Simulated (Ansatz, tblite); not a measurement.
# C₇H₁₂F₄O₃S: rung by rung

An exercise on one series of results from a longer session: the logs are not shown, and one member is left open.

Computed with Ansatz 0.2.0, Gaussian basis. Level: as each input shows.

Plan: GFN1-xTB, GFN2-xTB, PBE-D4/def2-TZVP, r2SCAN-D4/def2-TZVP, PBE-D4/def2-SVP, PBE0-D4/def2-SVP, HF/6-31G, B3LYP-D4/6-31G, MP2/def2-SVP.

4 further runs of the same task are left out: 4 that didn't finish. Runs told in other sessions of the task aren't counted.

### The relaxed structure

The geometry is that of the singlet, from an earlier relaxation (r2SCAN-D4/def2-SVP).

SMILES `CC(C)(C)OS(=O)(=O)CC(F)(F)C(F)F`, 27 atoms, charge 0, spin multiplicity 1.

Bond lengths: C1–C2 1.523 Å, C1–H16 1.101 Å, C1–H17 1.101 Å, C1–H18 1.099 Å, C2–C3 1.521 Å, C2–C4 1.524 Å, C2–O5 1.488 Å, C3–H19 1.100 Å, C3–H20 1.100 Å, C3–H21 1.101 Å, C4–H22 1.099 Å, C4–H23 1.101 Å, C4–H24 1.101 Å, O5–S6 1.619 Å, S6–O7 1.458 Å, S6–O8 1.463 Å, S6–C9 1.804 Å, C9–C10 1.519 Å and more. Angles: C2–C1–H16 109.8°, C2–C1–H17 110.3°, C2–C1–H18 110.8°, H16–C1–H17 108.4°, H16–C1–H18 108.8°, H17–C1–H18 108.7°, C1–C2–C3 112.2°, C1–C2–C4 112.3°, C1–C2–O5 107.5°, C3–C2–C4 111.6°, C3–C2–O5 101.9°, C4–C2–O5 110.7°, C2–C3–H19 110.3°, C2–C3–H20 110.2°, C2–C3–H21 110.0°, H19–C3–H20 108.4°, H19–C3–H21 108.8°, H20–C3–H21 109.1° and more.

Geometry (Å):

```
C    -2.4626   -1.0808   -0.5931
C    -1.7112    0.0745    0.0559
C    -1.9481    0.1428    1.5568
C    -2.0060    1.4086   -0.6192
O    -0.2584   -0.2407   -0.0127
S     0.6259    0.0999   -1.3254
O     0.9899    1.5112   -1.3665
O     0.0512   -0.5271   -2.5153
C     2.0698   -0.8744   -0.8558
C     2.6301   -0.7432    0.5504
F     3.8198   -1.4210    0.5521
F     1.8285   -1.3444    1.4581
C     2.9513    0.6631    1.0711
F     3.6398    1.3302    0.1196
F     1.8200    1.3311    1.3606
H    -3.5477   -0.9269   -0.4851
H    -2.1957   -2.0310   -0.1055
H    -2.2189   -1.1524   -1.6624
H    -1.6583   -0.8061    2.0327
H    -1.3480    0.9513    2.0002
H    -3.0132    0.3314    1.7609
H    -1.3855    2.2108   -0.1945
H    -3.0670    1.6584   -0.4648
H    -1.8212    1.3605   -1.7030
H     1.8035   -1.9289   -1.0184
H     2.8405   -0.5725   -1.5798
H     3.5715    0.5757    1.9828
```

PBE0-D4/def2-TZVP was run before; its log isn't repeated, and its numbers join the tables.

Set-up of the first run:

Tight binding, by tblite at 300 K electronic temperature and without a spin-polarisation term:

```python
tblite.interface.Calculator('GFN1-xTB', numbers, positions, charge=0, uhf=0).singlepoint()
```

Tight binding, by tblite at 300 K electronic temperature and without a spin-polarisation term:

```python
tblite.interface.Calculator('GFN2-xTB', numbers, positions, charge=0, uhf=0).singlepoint()
```

start.molden holds the orbitals of an earlier run on this state, given as this run's starting guess.

Input file in.yaml:

```yaml
crystal:
  periodic: [false, false, false]
  atoms:
    - {symbol: C, position_ang: [-2.462597, -1.080824, -0.593057]}
    - {symbol: C, position_ang: [-1.711203, 0.074477, 0.055880]}
    - {symbol: C, position_ang: [-1.948143, 0.142820, 1.556819]}
    - {symbol: C, position_ang: [-2.005970, 1.408636, -0.619177]}
    - {symbol: O, position_ang: [-0.258443, -0.240697, -0.012695]}
    - {symbol: S, position_ang: [0.625904, 0.099900, -1.325364]}
    - {symbol: O, position_ang: [0.989942, 1.511195, -1.366462]}
    - {symbol: O, position_ang: [0.051227, -0.527095, -2.515279]}
    - {symbol: C, position_ang: [2.069805, -0.874360, -0.855816]}
    - {symbol: C, position_ang: [2.630070, -0.743176, 0.550432]}
    - {symbol: F, position_ang: [3.819769, -1.421025, 0.552091]}
    - {symbol: F, position_ang: [1.828538, -1.344436, 1.458142]}
    - {symbol: C, position_ang: [2.951311, 0.663084, 1.071104]}
    - {symbol: F, position_ang: [3.639814, 1.330154, 0.119581]}
    - {symbol: F, position_ang: [1.820034, 1.331087, 1.360561]}
    - {symbol: H, position_ang: [-3.547695, -0.926911, -0.485068]}
    - {symbol: H, position_ang: [-2.195678, -2.031016, -0.105501]}
    - {symbol: H, position_ang: [-2.218941, -1.152436, -1.662392]}
    - {symbol: H, position_ang: [-1.658349, -0.806148, 2.032695]}
    - {symbol: H, position_ang: [-1.347977, 0.951293, 2.000202]}
    - {symbol: H, position_ang: [-3.013190, 0.331432, 1.760933]}
    - {symbol: H, position_ang: [-1.385542, 2.210828, -0.194484]}
    - {symbol: H, position_ang: [-3.067010, 1.658374, -0.464806]}
    - {symbol: H, position_ang: [-1.821233, 1.360480, -1.702994]}
    - {symbol: H, position_ang: [1.803526, -1.928912, -1.018447]}
    - {symbol: H, position_ang: [2.840501, -0.572457, -1.579760]}
    - {symbol: H, position_ang: [3.571520, 0.575733, 1.982843]}
basis:
  gaussian: {orbitals: def2-TZVP, initial_orbitals: start.molden}
hamiltonian: {xc: pbe, dispersion: d4}
scf: {omitted_lower_state_checks: [starts]}
output: {forces: true, orbitals: {seedname: orbitals}}
```

The run is started by

```
> ansatz run in.yaml --threads 4 --pin off --events-out ev --progress --plain --max-ram 6963MiB
```

Among the steps run: PBE-D4/def2-TZVP; r2SCAN-D4/def2-TZVP; PBE-D4/def2-SVP; PBE0-D4/def2-SVP; HF/6-31G; B3LYP-D4/6-31G; MP2/def2-SVP.

One of the session's tables, all rows but one given; the rest of the session is left out.

It belongs to the step «Binding energy». 

```
              level  binding an atom (eV)
           HF/6-31G                 2.292
        HF/def2-SVP                 2.864
    PBE-D4/def2-SVP                 4.328
   PBE-D4/def2-TZVP                 4.307
r2SCAN-D4/def2-TZVP                 4.187
     B3LYP-D4/6-31G                     ?
   PBE0-D4/def2-SVP                 4.191
  PBE0-D4/def2-TZVP                 4.181
       MP2/def2-SVP                 3.999
```

Estimate the missing values for B3LYP-D4/6-31G.

**Answer.** binding an atom (eV): 3.700. In the column «binding an atom (eV)» it lies between HF/def2-SVP (2.864) and MP2/def2-SVP (3.999).

Caveats from the session: Free atoms were run apart at each level; binding is atoms less cluster, divided by the number of atoms, without zero-point or spin-orbit terms.
